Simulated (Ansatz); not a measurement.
# BaHg: elastic constants

How stiff is the crystal, and how unevenly? Runs: reference run (LAPW); ions clamped (LAPW); at 10 GPa (LAPW). Companion runs by PAW are cited.

Computed with Ansatz 0.2.0 (DFT PBEsol, all-electron LAPW, scalar-relativistic unless said, unless a step's input says otherwise).

2 further runs of the same task are left out: 2 set aside as unsound or not needed.

## 1. The structure to begin with

It takes space group Pm-3m (No. 221, cubic). Conventional cell: a = 4.091 Å, b = 4.091 Å, c = 4.091 Å, α = 90.00°, β = 90.00°, γ = 90.00°. Ba (site symmetry m-3m) is surrounded by 8 Hg at 3.54 Å. Around Hg (site symmetry m-3m) lie 8 Ba at 3.54 Å.

As a file:

```cif
data_structure
_symmetry_space_group_name_H-M 'Pm-3m'
_symmetry_Int_Tables_number 221
_cell_length_a 4.0911
_cell_length_b 4.0911
_cell_length_c 4.0911
_cell_angle_alpha 90.000
_cell_angle_beta 90.000
_cell_angle_gamma 90.000
_cell_volume 68.47
loop_
_atom_site_label
_atom_site_type_symbol
_atom_site_symmetry_multiplicity
_atom_site_Wyckoff_symbol
_atom_site_fract_x
_atom_site_fract_y
_atom_site_fract_z
_atom_site_occupancy
Ba1 Ba 1 a 0.00000 0.00000 0.00000 1
Hg1 Hg 1 b 0.50000 0.50000 0.50000 1
```

Cartesian axes are those of the input's lattice vectors. The structure goes back to a database entry.

## 2. Reference run, LAPW

The input, input.yaml:

```yaml
crystal:
  lattice:
    - [4.091073331, 0.0, 0.0]
    - [0.0, 4.091073331, 0.0]
    - [0.0, 0.0, 4.091073331]
  atoms:
    - { symbol: Ba, position: [0.0, 0.0, 0.0] }
    - { symbol: Hg, position: [0.5, 0.5, 0.5] }
kpoints:
  mp_grid: { grid: [10, 10, 10] }
scf:
  occupations: { method: fermi_dirac, width: 0.1 }
hamiltonian:
  xc: pbesol
  pseudopotentials: { kind: all_electron, lapw: { basis_error: 0.001 } }
elastic:
  mode: relaxed_ion
  stencil: two_point
  amplitude: 0.005
```

The run is started by

```sh
$ ansatz run input.yaml --threads 1 --pin off --max-ram 2560MiB --backend cpu --events-out ev --progress --plain --runs-dir out
```

## 3. Ions clamped, LAPW

input.yaml, as its differences from that of step 2:

```diff
@@ -16,3 +16,3 @@
 elastic:
-  mode: relaxed_ion
+  mode: clamped_ion
   stencil: two_point
```

## 4. At 10 GPa, LAPW

input.yaml, as its differences from that of step 3:

```diff
@@ -2,5 +2,5 @@
   lattice:
-    - [4.091073331, 0.0, 0.0]
-    - [0.0, 4.091073331, 0.0]
-    - [0.0, 0.0, 4.091073331]
+    - [3.81074958681, 0.0, 0.0]
+    - [0.0, 3.81074958681, 0.0]
+    - [0.0, 0.0, 3.81074958681]
   atoms:
@@ -16,3 +16,3 @@
 elastic:
-  mode: clamped_ion
+  mode: relaxed_ion
   stencil: two_point
```

(Steps that only read results are left out.)

What does the calculation give? Wanted: C11; C12; C44; bulk, shear and Young's modulus; Debye temperature from sound speeds; universal anisotropy index.

As calculated:

| quantity | value |
| --- | --- |
| C11 (LAPW) | 48 GPa |
| C12 (LAPW) | 19 GPa |
| C44 (LAPW) | 19 GPa |
| bulk, shear and Young's modulus | 28, 17, 42 GPa |
| Debye temperature from sound speeds | 146 K |
| universal anisotropy index | 0.08 |

**Reading.** All eigenvalues are positive, so the crystal is mechanically stable; by LAPW K = 28 and G = 17 GPa, K/G = 1.67, on the brittle side of Pugh's rough line at 1.75, which was drawn for metals. Young's modulus runs from 37 to 46 GPa with direction. PAW's constants lie within 0.1 GPa of LAPW's. Clamping the ions changes no constant by more than 1 GPa. At 10 GPa K rises to 71 GPa. Cautions: responses of metals move with mesh and smearing; no spin-orbit coupling on heavy atoms.
